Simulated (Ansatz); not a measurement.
Working through a fixed-spin-moment curve of V₃Mo, space group Fm-3m

Computed with Ansatz 0.2.0, Python API.

Notebook, run cell by cell (the value of a cell's last expression is shown):

In [1]:
```python
import ansatz as az
```

In [2]:
```python
cell = (
    az.Lattice.fcc(6.04817418)
    .space_group(225)
    .atom('V', (0.25, 0.75, 0.75))
    .atom('V', (0.5, 0.0, 0.0))
    .atom('Mo', (0.0, 0.0, 0.0))
    .primitive()
)
```

In [3]:
```python
cell.resolved().sites[-1]
```
Out [3]:
```text
Site(symbol='Mo', position=(0.0, 0.0, 0.0), moment=None, axis=None, held=None, saved=None)
```

In [4]:
```python
job = cell.calculation()
job = job.functional('lda')
job = job.occupations('fermi_dirac', width=50 * az.meV)
job = job.pseudopotentials('paw').kpoints(spacing=0.29)
rows = []
for total in [0.0, 1.3, 2.7, 4.0, 5.4]:
    rep = job.spin('collinear', total=total, lock='hard').run().report
    up, down = rep['spin_fermi_energies_ev']
    rows.append((total, rep['free_energy_ev'], up - down, rep['absolute_magnetization_mub']))
reference = rows[0][1]
rows = [(m, 1000 * (e - reference), split, size) for m, e, split, size in rows]
print('     total muB    F - F(0) meV  EF up - down eV    absolute muB')
for row in rows:
    print(f'{str(row[0]):>14s}  {row[1]:14.2f}  {row[2]:15.4f}  {row[3]:14.3f}')
best = min(rows, key=lambda row: row[1])
print(f'lowest at {best[0]} muB per cell, {best[1]:.1f} meV against the first point')
```
```text
DeckWarning: basis.ecutwfc = 420 eV, auto-derived from the records' recommended cutoffs: set by V (normal level)
RunWarning: this spin-polarised run has no starting moment large enough to seed its density, and nothing else in its deck makes the two spin channels differ, so an SCF from that start keeps the magnetisation at zero until it first converges, unless a state found ahead of a linear-response series gives it moments [...]
     total muB    F - F(0) meV  EF up - down eV    absolute muB
           0.0            0.00           0.0000           0.000
           1.3           86.60           0.3038           1.304
           2.7          477.83           0.7984           2.704
           4.0         1144.25           1.2184           4.001
           5.4         2060.18           1.4038           5.400
lowest at 0.0 muB per cell, 0.0 meV against the first point
```

The lowest point lies at 0 μB a cell, the first of the scan; at 5.4 μB the energy is 2060 meV above the lowest.

Caveats:
- The mesh is modest for a metal, so energies can be off by several to tens of meV an atom and pressures by half a GPa or more; differences at equal mesh fare better.
- The structure comes from a database of computed cells and needn't be a stable or known phase.
- Warnings are shown shortened and without file and line.
- Only points where the Fermi levels of the two spins meet (minima, maxima and zero moment) are free solutions; a shallow minimum can lie between the points.
- It ran for 42 s on 1 thread of Arm Neoverse V1, with other jobs on the host, peak memory 0.49 GiB.
